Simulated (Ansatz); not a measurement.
# F3PSi: the cost of one run

Computed with Ansatz 0.2.0 (Hartree-Fock, Gaussian basis aug-cc-pV(T+d)Z, and further levels as typed in the inputs, unless a step's input says otherwise).

## (1) The starting structure

Bond lengths: Si1–P2 2.082 Å, Si1–F3 1.564 Å, Si1–F4 1.594 Å, P2–F5 1.613 Å. Angles: Si1–P2–F5 99.4°, P2–Si1–F3 126.4°, P2–Si1–F4 123.4°, F3–Si1–F4 110.2°.

Coordinates:

```xyz
5

Si    0.0162   -0.0061   -0.0053
P    -0.0107    0.0087    2.0770
F     1.2874   -0.0076   -0.9168
F    -1.3025    0.0146   -0.9006
F     1.5768   -0.0038    2.3613
```

## (2) Relaxing the atoms: F3PSi

The input, input.yaml:

```yaml
relax:
  f_tol: 0.001
  max_steps: 200
crystal:
  periodic: [false, false, false]
  atoms:
    - { symbol: Si, position_ang: [0.016243, -0.006118, -0.005282] }
    - { symbol: P, position_ang: [-0.01073, 0.008654, 2.076985] }
    - { symbol: F, position_ang: [1.287448, -0.007612, -0.91681] }
    - { symbol: F, position_ang: [-1.302494, 0.014621, -0.900601] }
    - { symbol: F, position_ang: [1.576776, -0.003841, 2.361338] }
basis:
  gaussian: { orbitals: "aug-cc-pV(T+d)Z.json" }
hamiltonian:
  xc: hf
```

Command:

```
$ ansatz run input.yaml --threads 4 --pin off --max-ram 8192MiB --backend cpu --events-out ev --progress --plain --runs-dir out
```

**Question.** How long does this run take on 4 threads of Intel Xeon 6975P-C (Granite Rapids), shared host, and how much memory does it need?

About 20 s, with a peak of 0.87 GiB.
